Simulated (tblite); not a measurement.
# C5H8BBrO2: the cost of one run

Computed with tblite 0.8.0 and PySCF 2.14.0, with density-fitted response routines of our own, on a single molecule in the gas phase. Atoms count from 0, in the outputs and in this text.

## Step 1: The starting structure

17 atoms, charge 0, multiplicity 1; geometry from: force field or distance geometry start.

Bonds of the start (Å): C0–C1 1.50, C1–C2 1.50, C2–C3 1.33, C3–O4 1.40, O4–C5 1.41, C5–B6 1.60, B6–Br7 2.01, C5–O8 1.43, O8–C2 1.40, C0–H9 1.12, C0–H10 1.11, C0–H11 1.12, C1–H12 1.14, C1–H13 1.11, C3–H14 1.09, C5–H15 1.11, B6–H16 1.19.

## Step 2: Optimising the geometry with GFN2-xTB

Job settings and geometry (Å):

```
{"job": {"kind": "relax", "xc": "GFN2-xTB", "basis": "xTB"}, "charge": 0, "multiplicity": 1}
C     -2.681600     0.370200    -0.249800
C     -1.672700    -0.735500    -0.137900
C     -0.270700    -0.241200     0.038900
C      0.155000     1.022800     0.078200
O      1.540200     1.042900     0.257600
C      1.908700    -0.251000     0.687100
B      3.286000    -0.584000    -0.060300
Br     4.465600     0.984300    -0.483700
O      0.857700    -1.065100     0.170400
H     -2.991500     0.746000     0.762500
H     -2.184400     1.216200    -0.761800
H     -3.552800     0.077100    -0.883500
H     -1.936600    -1.422800     0.727100
H     -1.719200    -1.326300    -1.077100
H     -0.434300     1.933700     0.019400
H      2.001400    -0.318900     1.791700
H      3.222500    -1.436400    -0.888900
```

The run is started by

```
OMP_NUM_THREADS=1 python probes_run.py task.json out
```

One launch serves the whole session: the jobs run in the order shown.

**Question.** How long does this first job take on 1 thread of Intel Xeon at 2.50GHz, shared host?

About 2.2 s.
